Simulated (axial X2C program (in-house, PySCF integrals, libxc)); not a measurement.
**RuSe: properties at the nuclei**

Wanted for RuSe: properties at the nuclei, at the two-component level.

Method: two-component X2C with atomic mean-field terms, Ru dyall-cv3z, Se dyall-cv3z; program: an in-house X2C program for linear molecules on PySCF integrals.

All values are calculated.

## 1. Input

The input, task.json:

```json
{"zs": [44, 34], "q": 0, "bas": ["dyall-cv3z", "dyall-cv3z"], "r0": 2.21, "levels": ["PBE0", "HF", "B3LYP", "TPSSh", "BP86"], "nst": 3}
```

Keys: zs atomic numbers; q charge; bas basis sets; r0 starting distance in Å; levels methods (HF also brings MP2); nst determinants followed.

Run with:

```
$ python soeom.py task.json out
```

After this run come: Expectation values, lowest determinant; Expectation values, a higher determinant; Expectation values, a higher determinant.

**Question.** What will these runs give? Wanted: lowest determinant; Eeff magnitude; Ws magnitude Ru; A∥/gI Ru; qzz Ru; higher determinant (for each run or level that gives them).

The runs gave:

| quantity | value |
| --- | --- |
| lowest determinant | Ω = 4 (excess of +ω over −ω: ω = 3/2, ω = 5/2) |
| Eeff magnitude (GV/cm), PBE0 | 3.12 |
| Ws magnitude Ru (kHz), PBE0 | 0.258 |
| A∥/gI Ru (MHz), PBE0 | 546 |
| qzz Ru (a.u.), PBE0 | 1.41 |
| higher determinant | Ω = 2 (excess of +ω over −ω: ω = -1/2, ω = 5/2) |
| Eeff magnitude (GV/cm), PBE0, higher determinant | 0.679 |
| Ws magnitude Ru (kHz), PBE0, higher determinant | 0.00935 |
| A∥/gI Ru (MHz), PBE0, higher determinant | -110 |
| qzz Ru (a.u.), PBE0, higher determinant | -3.68 |
| higher determinant | Ω = 3 (excess of +ω over −ω: ω = 1/2, ω = 5/2) |
| Eeff magnitude (GV/cm), PBE0, higher determinant | 2.06 |
| Ws magnitude Ru (kHz), PBE0, higher determinant | 0.177 |
| A∥/gI Ru (MHz), PBE0, higher determinant | 560 |
| qzz Ru (a.u.), PBE0, higher determinant | -2.60 |

In words: In the first state, the effective field runs from 2.5 to 3.12 GV/cm over the mean-field levels. The expectation values come from single determinants, which for open shells can mix terms of unlike spin or miss the lowest Ω, so a determinant need not be a state. Eeff is the effective electric field on the electron dipole moment in this Ω state and Ws the scalar–pseudoscalar constant (defined with the proton number Z and per Ω); A∥ is the parallel hyperfine constant, which follows by multiplying with the nuclear g factor gI = μI/(I μN); qzz is the electric field gradient, eQq0 = 234.96 MHz × Q/barn × qzz; μ is positive if Se is the positive end. The operators were transformed with the bare-nucleus X2C matrices.
